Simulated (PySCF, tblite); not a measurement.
# C3H7FSi: dynamics, then NMR shifts and electronic excitations on frames, part 1 of 2

Aim: move C3H7FSi (`F[C@@H]1C[C@H]1[SiH3]`) away from its starting geometry and see how NMR shifts and electronic excitations follow the geometry.

Computed with tblite 0.8.0 and PySCF 2.14.0, with density-fitted response routines of our own, on a single molecule in the gas phase. Atoms are numbered from 0 throughout.

## Step 1: The molecule as given

12 atoms, charge 0, multiplicity 1; geometry from: GFN2-xTB.

Bonds of the start (Å): F0–C1 1.37, C1–C2 1.49, C2–C3 1.51, C3–Si4 1.88, C3–C1 1.49, C1–H5 1.08, C2–H6 1.08, C2–H7 1.08, C3–H8 1.08, Si4–H9 1.46, Si4–H10 1.46, Si4–H11 1.46.

## Step 2: A short Langevin run with GFN2-xTB

What the job is given:

```
{"job": {"kind": "md", "xc": "GFN2-xTB", "basis": "xTB", "temperature": 400, "steps": 2000, "every": 50, "frames": 5}, "charge": 0, "multiplicity": 1}
F     -1.892990     0.590624    -1.594098
C     -0.749099     0.026832    -1.103716
C     -0.882319    -1.057300    -0.093855
C     -0.376294     0.305377     0.316468
Si     1.431936     0.572547     0.773860
H     -0.002422    -0.020468    -1.886315
H     -0.187452    -1.881882    -0.140489
H     -1.881422    -1.339085     0.203208
H     -1.102272     0.908044     0.849700
H      1.614582     0.227851     2.183510
H      1.779439     1.972202     0.532162
H      2.249510    -0.305428    -0.066462
```

Level: GFN2-xTB Langevin dynamics, gas phase.

Launch:

```console
> OMP_NUM_THREADS=1 python probes_run.py task.json out
```

One launch serves the whole session: the jobs run in the order shown.

Output:

```text
t/fs     T/K      E/eV
    0.0   348.7   -446.90843
   25.0   255.6   -446.57838
   50.0   407.2   -446.59273
   75.0   303.3   -446.51276
  100.0   351.3   -446.55634
  125.0   312.4   -446.52563
  150.0   377.8   -446.41596
  175.0   278.7   -446.35262
  200.0   353.1   -446.39234
  225.0   354.9   -446.53109
  250.0   220.2   -446.45006
  275.0   365.9   -446.52317
  300.0   273.8   -446.35637
  325.0   345.5   -446.49657
  350.0   355.5   -446.35711
  375.0   366.5   -446.48374
  400.0   356.2   -446.30968
  425.0   456.6   -446.36736
  450.0   609.4   -446.40270
  475.0   617.1   -446.47841
  500.0   417.3   -446.42346
  525.0   424.5   -446.34047
  550.0   392.3   -446.47842
  575.0   305.2   -446.48247
  600.0   339.3   -446.56389
  625.0   224.5   -446.41684
  650.0   346.5   -446.48836
  675.0   340.0   -446.38490
  700.0   273.1   -446.22029
  725.0   280.5   -446.31609
  750.0   271.5   -446.40891
  775.0   235.5   -446.38316
  800.0   370.5   -446.44631
  825.0   440.3   -446.33661
  850.0   515.7   -446.55441
  875.0   396.5   -446.45016
  900.0   425.3   -446.49469
  925.0   389.1   -446.37909
  950.0   533.1   -446.48301
  975.0   482.2   -446.41738
 1000.0   469.3   -446.50219
```

Run time: 6.2 s. Hardware: 1 thread of Arm Neoverse V2, shared host; peak memory 0.18 GiB.

Distance from the start (root mean square after alignment): 0 fs 0.00 Å, 200 fs 0.54 Å, 400 fs 0.48 Å, 600 fs 1.37 Å, 800 fs 0.81 Å, 1000 fs 1.30 Å.

Positions (Å) and forces (eV/Å) at 1000 fs:

```xyz
12

F    -2.740   -0.592    0.574    0.073   -0.142   -0.117
C    -1.694    0.266    0.373   -0.527    0.596    1.323
C    -0.682   -0.051   -0.613    0.719   -0.918    1.048
C    -0.367   -0.146    0.919    0.452   -0.102   -0.745
Si    1.018    0.989    1.682   -1.341    0.338   -0.247
H    -2.000    1.234    0.653   -0.608    1.237   -0.309
H    -0.186    0.764   -1.083    0.084    0.163   -0.566
H    -0.845   -0.979   -1.140    0.270    0.159   -0.211
H    -0.534   -1.119    1.347    0.694   -0.514    0.041
H     0.437    1.671    2.892    0.301   -0.359   -0.492
H     1.306    2.001    0.640   -0.133   -0.091    0.160
H     2.303    0.379    1.960    0.016   -0.366    0.114
```

## Step 3: NMR shieldings: 250 fs, PBE0/pcSseg-1

What the job is given:

```
{"job": {"kind": "nmr", "xc": "PBE0", "basis": "pcSseg-1", "pop": false}, "charge": 0, "multiplicity": 1}
F     -2.320700     0.572400    -1.139400
C     -1.142500     0.233900    -0.655500
C     -1.084900    -0.852300     0.405800
C     -0.874900     0.617200     0.726000
Si     0.680100     1.520200     1.251500
H     -0.349400     0.246800    -1.442700
H     -0.307500    -1.616700     0.494000
H     -2.036000    -1.144600     0.865100
H     -1.776200     1.083400     1.217000
H      0.413600     2.411200     2.449000
H      1.007400     2.436200     0.024200
H      1.643200     0.533900     1.634000
```

With the program's defaults for keys left out, this is: GIAO PBE0/pcSseg-1 NMR shielding, non-relativistic, gas phase.

Output:

```text
coarse grid: 10312 points
cycle   1  E = -507.3333949541  dE =  5.211e-01  |g| = 4.657e-01  |ddm| = 2.979e+00
cycle   2  E = -507.3187865632  dE =  1.461e-02  |g| = 5.737e-01  |ddm| = 6.965e-01
cycle   3  E = -507.3739285300  dE = -5.514e-02  |g| = 3.631e-02  |ddm| = 3.913e-01
cycle   4  E = -507.3740613602  dE = -1.328e-04  |g| = 2.077e-02  |ddm| = 3.414e-02
cycle   5  E = -507.3741525702  dE = -9.121e-05  |g| = 4.619e-03  |ddm| = 1.968e-02
cycle   6  E = -507.3741570673  dE = -4.497e-06  |g| = 9.476e-04  |ddm| = 4.511e-03
final grid: 94760 points
cycle   7  E = -507.4094198999  dE = -2.398e-05  |g| = 5.586e-03  |ddm| = 2.040e-02
cycle   8  E = -507.4094142218  dE =  5.678e-06  |g| = 7.602e-03  |ddm| = 1.097e-02
cycle   9  E = -507.4094276119  dE = -1.339e-05  |g| = 5.974e-04  |ddm| = 6.047e-03
cycle  10  E = -507.4094276603  dE = -4.837e-08  |g| = 1.943e-04  |ddm| = 5.420e-04
cycle  11  E = -507.4094276658  dE = -5.483e-09  |g| = 3.028e-05  |ddm| = 1.557e-04
cycle  12  E = -507.4094276660  dE = -1.655e-10  |g| = 7.099e-06  |ddm| = 3.325e-05
converged SCF energy = -507.4094276660

GIAO shielding tensors (ppm)
atom      isotropic    diamagn.    paramagn.     s11        s22        s33       span
  0 F      393.644     468.651     -75.007    338.050    386.960    455.922    117.871
  1 C      113.248     246.279    -133.031     66.852     86.954    185.938    119.085
  2 C      172.515     249.586     -77.071    141.237    162.051    214.256     73.019
  3 C      180.907     257.441     -76.534    148.101    178.989    215.632     67.531
  4 Si     405.613     879.071    -473.458    375.687    384.894    456.260     80.573
  5 H       26.775      29.950      -3.175     21.767     26.929     31.631      9.864
  6 H       30.602      30.495       0.107     25.486     27.108     39.211     13.725
  7 H       29.966      29.350       0.616     23.473     27.768     38.657     15.184
  8 H       30.236      30.270      -0.034     23.467     28.623     38.618     15.152
  9 H       26.637      27.703      -1.066     23.529     24.691     31.692      8.163
 10 H       26.201      27.240      -1.040     22.391     25.202     31.009      8.617
 11 H       28.223      29.388      -1.165     24.398     26.625     33.646      9.247
```

It took 6.6 s on 1 thread of Arm Neoverse V2, shared host; peak memory 0.58 GiB.

Shifts follow as δ = σ(reference) − σ, with reference shieldings (ppm) from runs at the same level and on the same kind of geometry: ¹H TMS 31.72, ¹³C TMS 186.9, ²⁹Si TMS 349.2, ¹⁹F CFCl3 170.9. The references are single molecules in the gas phase, so shifts against H2O, NH3, PH3, H3PO4 or CFCl3 are not on the usual liquid scales and can be off by tens of ppm. Each atom is listed at this fixed geometry, with no averaging over motion; a spectrum would average atoms that exchange fast.

```tsv
atoms	environment	σ (ppm)	δ (ppm)
C1	three-membered-ring carbon bearing a halogen	113.2	73.7
C2	three-membered-ring carbon	172.5	14.4
C3	three-membered-ring carbon	180.9	6.0
H10	hydrogen on a silicon bonded to C	26.20	5.52
H9	hydrogen on a silicon bonded to C	26.64	5.08
H5	hydrogen on a three-membered-ring carbon bearing a halogen	26.78	4.94
H11	hydrogen on a silicon bonded to C	28.22	3.49
H7	hydrogen on a three-membered-ring carbon	29.97	1.75
H8	hydrogen on a three-membered-ring carbon	30.24	1.48
H6	hydrogen on a three-membered-ring carbon	30.60	1.12
F0	fluorine on an sp3 carbon	393.6	-222.7
Si4	silicon bonded to C, 3 H	405.6	-56.5
```

Ring of atoms C1, C2, C3: NICS(0) -39.6, NICS(1) -8.1, NICS(1)zz -19.1 ppm (means of both faces; NICS(1) differs between them: -10.1 and -6.0).

The two faces differ (NICS(1)zz -22.9 and -15.3 ppm).

In rings of three or four atoms NICS is ruled by the nearby σ bonds, so it says little on aromaticity.

## Step 4: Ultraviolet spectrum: 250 fs, PBE0/def2-SVPD

Settings changed since step 3:

```diff
@@ -1,2 +1,2 @@
-{"job": {"kind": "nmr", "xc": "PBE0", "basis": "pcSseg-1", "pop": false}, "charge": 0, "multiplicity": 1}
+{"job": {"kind": "uv", "xc": "PBE0", "basis": "def2-SVPD", "nstates": 5, "ntriplets": 0}, "charge": 0, "multiplicity": 1}
 F     -2.320700     0.572400    -1.139400
```

With the program's defaults for keys left out, this is: TDDFT PBE0/def2-SVPD, vertical, gas phase, core orbitals frozen in the response.

Output:

```text
coarse grid: 10312 points
cycle   1  E = -507.1046867129  dE =  4.836e-01  |g| = 4.284e-01  |ddm| = 4.272e+00
cycle   2  E = -507.0898239144  dE =  1.486e-02  |g| = 5.317e-01  |ddm| = 1.094e+00
cycle   3  E = -507.1417227421  dE = -5.190e-02  |g| = 3.857e-02  |ddm| = 5.631e-01
cycle   4  E = -507.1418847932  dE = -1.621e-04  |g| = 2.145e-02  |ddm| = 7.243e-02
cycle   5  E = -507.1419852070  dE = -1.004e-04  |g| = 4.538e-03  |ddm| = 3.229e-02
cycle   6  E = -507.1419899011  dE = -4.694e-06  |g| = 7.759e-04  |ddm| = 8.855e-03
final grid: 94760 points
cycle   7  E = -507.2076043228  dE = -2.222e-05  |g| = 5.317e-03  |ddm| = 6.925e-02
cycle   8  E = -507.2075989838  dE =  5.339e-06  |g| = 7.261e-03  |ddm| = 1.674e-02
cycle   9  E = -507.2076115251  dE = -1.254e-05  |g| = 5.382e-04  |ddm| = 8.815e-03
cycle  10  E = -507.2076115741  dE = -4.904e-08  |g| = 1.665e-04  |ddm| = 8.077e-04
cycle  11  E = -507.2076115789  dE = -4.823e-09  |g| = 2.591e-05  |ddm| = 2.745e-04
cycle  12  E = -507.2076115791  dE = -1.653e-10  |g| = 6.795e-06  |ddm| = 7.341e-05
converged SCF energy = -507.2076115791

Static polarisability (au): isotropic 64.064, principal 57.397 61.494 73.300

Singlet excitations
state   eV       nm        f      main configurations
  1   7.2259    171.6   0.01759   H->L 0.93
  2   7.3048    169.7   0.00730   H->L+1 0.90
  3   7.7116    160.8   0.01217   H-1->L 0.92
  4   7.7722    159.5   0.00674   H->L+3 0.69, H->L+4 0.21
  5   7.7804    159.4   0.02164   H->L+2 0.39, H-1->L+1 0.36, H->L+4 0.10
```

Run time: 10 s. Hardware: 1 thread of Arm Neoverse V2, shared host; peak memory 0.74 GiB.

The orbitals next to the gap, with their largest atomic shares:

```tsv
orbital	eV	atoms
HOMO−3	-10.03	Si4 27 %, H9 22 %, C3 15 %
HOMO−2	-9.16	Si4 23 %, C3 21 %, C2 10 %
HOMO−1	-8.53	C3 28 %, C2 15 %, C1 13 %
HOMO	-7.98	C2 25 %, C1 20 %, C3 17 %
LUMO	0.36	Si4 43 %, H10 13 %, H11 11 %
LUMO+1	0.60	Si4 38 %, C3 11 %, H9 9 %
LUMO+2	0.93	Si4 47 %, H10 14 %, H9 10 %
```

With each of the 5 states as a Gaussian band of 0.4 eV half-width at 1/e, the curve within the window shown has maxima at 161 nm (ε 1,900) L/(mol cm). Beyond the last state computed it falls off for lack of states. The curve at chosen wavelengths:

| nm | ε (L/mol/cm) |
| --- | --- |
| 153 | 875 |
| 154 | 1066 |
| 156 | 1434 |
| 157 | 1591 |
| 158 | 1717 |
| 160 | 1867 |
| 161 | 1890 |
| 162 | 1884 |
| 164 | 1809 |
| 165 | 1751 |
| 166 | 1685 |
| 168 | 1540 |
| 169 | 1462 |
| 170 | 1380 |
| 171 | 1293 |
| 173 | 1104 |
| 174 | 1004 |
| 175 | 901 |
| 177 | 698 |
| 178 | 602 |
| 179 | 512 |
| 181 | 354 |
| 182 | 288 |
| 183 | 232 |
| 185 | 144 |
| 186 | 111 |

Ground-state properties from the same run:

```tsv
property	computed
dipole moment (D)	1.35
polarisability (Å³)	9.49
HOMO–LUMO gap (eV)	8.35
−ε(HOMO) (eV)	7.98
```

## Step 5: NMR shieldings: 425 fs, PBE0/pcSseg-1

What the job is given:

```
{"job": {"kind": "nmr", "xc": "PBE0", "basis": "pcSseg-1", "pop": false}, "charge": 0, "multiplicity": 1}
F     -2.794700     0.484700    -0.486400
C     -1.496700     0.228100    -0.326500
C     -1.266600    -0.863700     0.652800
C     -0.983900     0.645400     1.012100
Si     0.796300     1.417100     1.354200
H     -0.838800     0.272100    -1.170700
H     -0.531600    -1.608200     0.625300
H     -2.113900    -1.188300     1.168400
H     -1.746600     1.027400     1.676600
H      1.591800     0.351600     1.759800
H      0.821200     2.352100     2.495000
H      1.435900     1.878500     0.122000
```

With the program's defaults for keys left out, this is: GIAO PBE0/pcSseg-1 NMR shielding, non-relativistic, gas phase.

Output:

```text
coarse grid: 10312 points
cycle   1  E = -507.3273665963  dE =  5.315e-01  |g| = 4.618e-01  |ddm| = 2.986e+00
cycle   2  E = -507.3124734870  dE =  1.489e-02  |g| = 5.745e-01  |ddm| = 6.789e-01
cycle   3  E = -507.3672214257  dE = -5.475e-02  |g| = 4.055e-02  |ddm| = 3.801e-01
cycle   4  E = -507.3673991631  dE = -1.777e-04  |g| = 2.264e-02  |ddm| = 3.795e-02
cycle   5  E = -507.3675100506  dE = -1.109e-04  |g| = 4.083e-03  |ddm| = 2.071e-02
cycle   6  E = -507.3675136309  dE = -3.580e-06  |g| = 9.400e-04  |ddm| = 4.057e-03
final grid: 94760 points
cycle   7  E = -507.4033213739  dE = -2.847e-05  |g| = 6.807e-03  |ddm| = 1.978e-02
cycle   8  E = -507.4033129369  dE =  8.437e-06  |g| = 9.425e-03  |ddm| = 1.252e-02
cycle   9  E = -507.4033321356  dE = -1.920e-05  |g| = 6.853e-04  |ddm| = 6.947e-03
cycle  10  E = -507.4033322083  dE = -7.271e-08  |g| = 2.011e-04  |ddm| = 6.103e-04
cycle  11  E = -507.4033322151  dE = -6.816e-09  |g| = 3.950e-05  |ddm| = 1.890e-04
cycle  12  E = -507.4033322155  dE = -3.422e-10  |g| = 7.397e-06  |ddm| = 5.281e-05
converged SCF energy = -507.4033322155

GIAO shielding tensors (ppm)
atom      isotropic    diamagn.    paramagn.     s11        s22        s33       span
  0 F      387.483     468.140     -80.657    333.121    390.178    439.150    106.029
  1 C      115.656     246.759    -131.103     72.785     87.567    186.617    113.832
  2 C      173.494     250.107     -76.613    142.379    163.318    214.785     72.406
  3 C      180.758     256.250     -75.493    145.588    174.847    221.838     76.251
  4 Si     419.613     879.662    -460.049    385.688    390.332    482.818     97.130
  5 H       27.605      30.763      -3.157     22.963     27.488     32.365      9.401
  6 H       31.747      32.425      -0.678     26.479     28.305     40.456     13.978
  7 H       31.797      31.347       0.450     25.660     28.961     40.770     15.110
  8 H       31.437      30.990       0.448     24.351     29.505     40.456     16.105
  9 H       29.082      30.849      -1.767     24.784     27.867     34.594      9.810
 10 H       27.255      28.403      -1.148     24.005     24.976     32.784      8.779
 11 H       27.936      28.999      -1.063     24.202     26.313     33.291      9.089
```

Run time: 6.3 s. Hardware: 1 thread of Arm Neoverse V2, shared host; peak memory 0.61 GiB.

This run: δ C1 71.3, C2 13.4, C3 6.2, F0 -216.5, H10 4.46, H5 4.11 ppm.

## Step 6: Excited states and response: 425 fs, PBE0/def2-SVPD

Settings changed since step 5:

```diff
@@ -1,2 +1,2 @@
-{"job": {"kind": "nmr", "xc": "PBE0", "basis": "pcSseg-1", "pop": false}, "charge": 0, "multiplicity": 1}
+{"job": {"kind": "uv", "xc": "PBE0", "basis": "def2-SVPD", "nstates": 5, "ntriplets": 0}, "charge": 0, "multiplicity": 1}
 F     -2.794700     0.484700    -0.486400
```

Method: TDDFT PBE0/def2-SVPD, vertical, gas phase, core orbitals frozen in the response.

Output:

```text
coarse grid: 10312 points
cycle   1  E = -507.0970272164  dE =  4.940e-01  |g| = 4.245e-01  |ddm| = 4.502e+00
cycle   2  E = -507.0817403797  dE =  1.529e-02  |g| = 5.331e-01  |ddm| = 1.085e+00
cycle   3  E = -507.1334560607  dE = -5.172e-02  |g| = 4.273e-02  |ddm| = 5.437e-01
cycle   4  E = -507.1336645036  dE = -2.084e-04  |g| = 2.319e-02  |ddm| = 7.734e-02
cycle   5  E = -507.1337848744  dE = -1.204e-04  |g| = 4.033e-03  |ddm| = 3.452e-02
cycle   6  E = -507.1337885903  dE = -3.716e-06  |g| = 8.277e-04  |ddm| = 8.724e-03
final grid: 94760 points
cycle   7  E = -507.2000411392  dE = -2.449e-05  |g| = 6.763e-03  |ddm| = 8.723e-02
cycle   8  E = -507.2000321559  dE =  8.983e-06  |g| = 9.456e-03  |ddm| = 1.888e-02
cycle   9  E = -507.2000518877  dE = -1.973e-05  |g| = 6.388e-04  |ddm| = 1.039e-02
cycle  10  E = -507.2000519638  dE = -7.613e-08  |g| = 1.682e-04  |ddm| = 9.493e-04
cycle  11  E = -507.2000519695  dE = -5.710e-09  |g| = 3.012e-05  |ddm| = 3.553e-04
cycle  12  E = -507.2000519698  dE = -2.699e-10  |g| = 6.011e-06  |ddm| = 9.522e-05
converged SCF energy = -507.2000519698

Static polarisability (au): isotropic 62.677, principal 55.849 56.967 75.215

Singlet excitations
state   eV       nm        f      main configurations
  1   7.4651    166.1   0.04558   H->L 0.70, H-1->L 0.13
  2   7.5380    164.5   0.02606   H->L+1 0.69, H->L 0.09, H-1->L 0.08
  3   7.5724    163.7   0.00003   H-1->L 0.70, H->L+1 0.17
  4   7.6731    161.6   0.05151   H-1->L+1 0.78, H->L 0.11
  5   8.0179    154.6   0.00315   H->L+3 0.61, H->L+2 0.23, H->L+4 0.11
```

Wall time 10 s (1 thread of Arm Neoverse V2, shared host); peak memory 0.74 GiB.

In short: HOMO -8.15 eV, LUMO 0.50 eV; lowest singlet 7.47 eV.

## Step 7: Nuclear shieldings: 625 fs, PBE0/pcSseg-1

What the job is given:

```
{"job": {"kind": "nmr", "xc": "PBE0", "basis": "pcSseg-1", "pop": false}, "charge": 0, "multiplicity": 1}
F     -2.904800    -0.212900     0.355800
C     -1.640300    -0.012100    -0.004400
C     -0.683900    -0.875100     0.699700
C     -0.734500     0.628600     1.046700
Si     0.825300     1.603000     0.738200
H     -1.457000     0.259600    -1.066900
H      0.157800    -1.272700     0.195300
H     -0.938000    -1.564700     1.476300
H     -1.297500     0.763000     1.998000
H      0.664900     2.384500    -0.407800
H      1.910000     0.555800     0.361900
H      1.033300     2.339000     2.074400
```

Level: GIAO PBE0/pcSseg-1 NMR shielding, non-relativistic, gas phase.

Output:

```text
coarse grid: 10312 points
cycle   1  E = -507.3270046108  dE =  5.233e-01  |g| = 4.743e-01  |ddm| = 2.982e+00
cycle   2  E = -507.3101358307  dE =  1.687e-02  |g| = 5.911e-01  |ddm| = 7.016e-01
cycle   3  E = -507.3696461626  dE = -5.951e-02  |g| = 4.111e-02  |ddm| = 3.912e-01
cycle   4  E = -507.3698436796  dE = -1.975e-04  |g| = 2.265e-02  |ddm| = 4.144e-02
cycle   5  E = -507.3699543126  dE = -1.106e-04  |g| = 4.410e-03  |ddm| = 2.086e-02
cycle   6  E = -507.3699582080  dE = -3.895e-06  |g| = 1.138e-03  |ddm| = 4.505e-03
final grid: 94760 points
cycle   7  E = -507.4059537304  dE = -2.690e-05  |g| = 6.984e-03  |ddm| = 2.200e-02
cycle   8  E = -507.4059446540  dE =  9.076e-06  |g| = 9.717e-03  |ddm| = 1.304e-02
cycle   9  E = -507.4059650711  dE = -2.042e-05  |g| = 6.819e-04  |ddm| = 7.276e-03
cycle  10  E = -507.4059651425  dE = -7.143e-08  |g| = 2.027e-04  |ddm| = 6.228e-04
cycle  11  E = -507.4059651493  dE = -6.768e-09  |g| = 3.058e-05  |ddm| = 1.757e-04
cycle  12  E = -507.4059651495  dE = -1.817e-10  |g| = 6.841e-06  |ddm| = 3.924e-05
converged SCF energy = -507.4059651495

GIAO shielding tensors (ppm)
atom      isotropic    diamagn.    paramagn.     s11        s22        s33       span
  0 F      392.346     467.700     -75.353    342.236    387.202    447.601    105.365
  1 C      112.276     249.377    -137.102     67.004     86.980    182.843    115.840
  2 C      165.228     251.947     -86.718    131.289    157.004    207.392     76.102
  3 C      186.890     257.598     -70.708    147.102    182.389    231.179     84.077
  4 Si     398.750     879.403    -480.653    322.745    415.959    457.546    134.802
  5 H       26.779      30.064      -3.286     21.477     27.057     31.802     10.325
  6 H       32.048      33.200      -1.152     26.782     28.937     40.426     13.644
  7 H       30.090      31.036      -0.946     24.883     27.462     37.925     13.043
  8 H       31.067      30.620       0.447     24.322     28.585     40.293     15.971
  9 H       28.265      29.958      -1.693     24.346     26.750     33.700      9.354
 10 H       27.022      28.175      -1.153     23.026     26.323     31.717      8.691
 11 H       25.943      27.339      -1.396     22.701     23.904     31.225      8.524
```

Wall time 6.2 s (1 thread of Arm Neoverse V2, shared host); peak memory 0.61 GiB.

This run: δ C1 74.6, C2 21.7, C3 0.0, F0 -221.4, H11 5.77, H5 4.94 ppm.

## Step 8: Ultraviolet spectrum: 625 fs, PBE0/def2-SVPD

Settings changed since step 7:

```diff
@@ -1,2 +1,2 @@
-{"job": {"kind": "nmr", "xc": "PBE0", "basis": "pcSseg-1", "pop": false}, "charge": 0, "multiplicity": 1}
+{"job": {"kind": "uv", "xc": "PBE0", "basis": "def2-SVPD", "nstates": 5, "ntriplets": 0}, "charge": 0, "multiplicity": 1}
 F     -2.904800    -0.212900     0.355800
```

Level: TDDFT PBE0/def2-SVPD, vertical, gas phase, core orbitals frozen in the response.

Output:

```text
coarse grid: 10312 points
cycle   1  E = -507.0975975670  dE =  4.858e-01  |g| = 4.375e-01  |ddm| = 4.312e+00
cycle   2  E = -507.0805756554  dE =  1.702e-02  |g| = 5.490e-01  |ddm| = 1.097e+00
cycle   3  E = -507.1367109364  dE = -5.614e-02  |g| = 4.198e-02  |ddm| = 5.620e-01
cycle   4  E = -507.1369257137  dE = -2.148e-04  |g| = 2.283e-02  |ddm| = 7.646e-02
cycle   5  E = -507.1370411591  dE = -1.154e-04  |g| = 4.419e-03  |ddm| = 3.278e-02
cycle   6  E = -507.1370453741  dE = -4.215e-06  |g| = 1.118e-03  |ddm| = 8.529e-03
final grid: 94760 points
cycle   7  E = -507.2035367040  dE = -2.431e-05  |g| = 6.832e-03  |ddm| = 9.331e-02
cycle   8  E = -507.2035273374  dE =  9.367e-06  |g| = 9.590e-03  |ddm| = 1.853e-02
cycle   9  E = -507.2035477394  dE = -2.040e-05  |g| = 6.345e-04  |ddm| = 1.007e-02
cycle  10  E = -507.2035478151  dE = -7.574e-08  |g| = 1.653e-04  |ddm| = 9.169e-04
cycle  11  E = -507.2035478205  dE = -5.397e-09  |g| = 2.595e-05  |ddm| = 3.455e-04
cycle  12  E = -507.2035478207  dE = -1.912e-10  |g| = 6.437e-06  |ddm| = 9.203e-05
converged SCF energy = -507.2035478207

Static polarisability (au): isotropic 63.042, principal 57.302 59.372 72.452

Singlet excitations
state   eV       nm        f      main configurations
  1   7.0648    175.5   0.00544   H->L 0.82, H-1->L 0.15
  2   7.2514    171.0   0.00407   H-1->L 0.82, H->L 0.16
  3   7.6121    162.9   0.00290   H->L+1 0.79, H->L+2 0.11
  4   7.7485    160.0   0.02678   H-1->L+1 0.45, H->L+3 0.17, H-1->L+2 0.16
  5   7.7992    159.0   0.00309   H->L+3 0.32, H->L+2 0.26, H-1->L+1 0.16
```

Wall time 9.9 s (1 thread of Arm Neoverse V2, shared host); peak memory 0.74 GiB.

In short: HOMO -8.08 eV, LUMO 0.20 eV; lowest singlet 7.06 eV.

(Continued in part 2 of 2.)
